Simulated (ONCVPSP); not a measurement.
# An ONCV potential for Er, from input to tests

Aim: build the potential from the settings below, then test how well it stands in for the atom: other configurations, scattering, ghost states and the plane-wave cutoff that it needs.

Program: ONCVPSP 4.0.1.1 (patched build). Reference atom: PBE, scalar-relativistic, spherical and spin-unpolarised. All values are calculated.

15 further runs of the same task are left out: 5 that didn't finish, 10 set aside as unsound or not needed.

## Step 1: The atom and the settings

The settings as typed:

| Item | Value |
| --- | --- |
| element | erbium (Er, Z = 68) |
| type | optimised norm-conserving Vanderbilt (ONCV) |
| frozen core | [Kr] 4d10 |
| valence charge | 22 |
| reference configuration | 4f12 5s2 5p6 6s1 (charge +1) |
| partial waves | 5s+6s: rc 2.25 bohr, ncon 5, nbas 9, qcut 5.9 1/bohr, 2 projectors; 5p: rc 1.70 bohr, ncon 5, nbas 8, qcut 5.8 1/bohr, 2 projectors, debl 2.6 Ha; d scattering state at 0.34 Ha: rc 1.85 bohr, ncon 4, nbas 7, qcut 4.4 1/bohr, 3 projectors, debl 2.4 Ha; 4f: rc 0.85 bohr, ncon 4, nbas 9, qcut 17.2 1/bohr, 2 projectors, debl 3.6 Ha |
| local potential | polynomial inside 0.60 bohr (lpopt 5, dvloc0 0 Ha) |
| core correction | Teter function, fcfact 2.25, rcfact 1.35 |

The nodes and maxima of the atom's own shells, from an earlier all-electron run, set the scale for the radii.

All-electron outer shells of the reference configuration (PBE, scalar-relativistic, ld1.x):

```
shell  level (eV)  outermost node (bohr)  outermost maximum (bohr)
   5s      -58.51                   0.60                      1.11
   5p      -33.02                   0.65                      1.28
   4f       -9.72                      –                      0.51
   6s       -9.06                   1.51                      3.14
   5d       -6.67                   0.73                      1.97
   6p       -5.48                   1.84                      4.13
```

## Step 2: Generation

The input, Er.dat:

```
# ATOM AND REFERENCE CONFIGURATION
# atsym  z   nc   nv     iexc    psfile
  Er 68.00    9    4        4      upf
#
#   n    l    f
    1    0    2.00
    2    0    2.00
    2    1    6.00
    3    0    2.00
    3    1    6.00
    3    2   10.00
    4    0    2.00
    4    1    6.00
    4    2   10.00
    4    3   12.00
    5    0    2.00
    5    1    6.00
    6    0    1.00
#
# PSEUDOPOTENTIAL AND OPTIMIZATION
# lmax
    3
#
#   l,   rc,      ep,       ncon, nbas, qcut
    0    2.25    0.00    5    9    5.90
    1    1.70    0.00    5    8    5.80
    2    1.85    0.34    4    7    4.40
    3    0.85    0.00    4    9   17.20
#
# LOCAL POTENTIAL
# lloc, lpopt,  rc(5),   dvloc0
    4    5    0.60    0.00
#
# VANDERBILT-KLEINMAN-BYLANDER PROJECTORs
# l, nproj, debl
    0    2    2.10
    1    2    2.60
    2    3    2.40
    3    2    3.60
#
# MODEL CORE CHARGE
# icmod, fcfact, rcfact
    3    2.25    1.35
#
# LOG DERIVATIVE ANALYSIS
# epsh1, epsh2, depsh
   -4.00    5.00    0.02
#
# OUTPUT GRID
# rlmax, drl
    6.00    0.01
#
# TEST CONFIGURATIONS
# ncnf
    4
# nvcnf
#   n    l    f
    4
    4    3   12.00
    5    0    2.00
    5    1    6.00
    6    0    2.00
#
    4
    4    3   12.00
    5    0    2.00
    5    1    6.00
    6    0    0.00
#
    4
    4    3   11.00
    5    0    2.00
    5    1    6.00
    6    0    0.00
#
    4
    4    3   13.00
    5    0    2.00
    5    1    6.00
    6    0    0.00
#
```

Command:

```bash
$ oncvpsp.x < Er.dat > Er.out
```

Before running it: what results should come out? Wanted: cutoffs for 1 and 0.1 mHa per electron, occupied waves; bound ghosts; GHOST(+) flags; largest test error; largest phase difference near zero energy, channels read; rms error of d²Exc/dn², without and with the model core; projector energies reset by the program.

As calculated:

| quantity | value |
| --- | --- |
| cutoffs for 1 and 0.1 mHa per electron, occupied waves | 147 Ha and 455 Ha |
| bound ghosts | s at -835.86 eV, p at -336.54 eV |
| GHOST(+) flags | s at 75 eV, d at 144 eV |
| largest test error (AE − PS) | -1.7 meV, for 4f11 5s2 5p6 6s0 (1 test unsolved) |
| largest phase difference near zero energy, channels read | 0.002 rad |
| rms error of d²Exc/dn², without and with the model core | 5.61 and 3.76 mHa |
| projector energies reset by the program | d: 0.050, 2.450, 4.850 Ha |

It has a bound ghost (s, p), a state that the atom doesn't have, and that rules the file out. Close by lies the frozen 4p level (-321.1 eV). The worst unpolarised test, 4f11 5s2 5p6 6s0, is off by 1.7 meV on 38.2 eV; by total energies transferability rates as very good where solved. Atomic tests can pass in spite of a ghost, since they solve only for the levels asked. Of the tests 1 gave no usable energy difference, which is a warning in itself. The potential is very hard: the looser tolerance needs 147 Ha. The tighter tolerance needs 455 Ha, and converged work needs a cutoff nearer that. At the looser tolerance the 4f wave is the slowest; 5p needs 31 Ha. Near zero energy the phases of the channels with partial waves agree within 0.002 rad. The program also flags highly localised states, GHOST(+) (s, d). All of this concerns the isolated atom, not yet a solid.
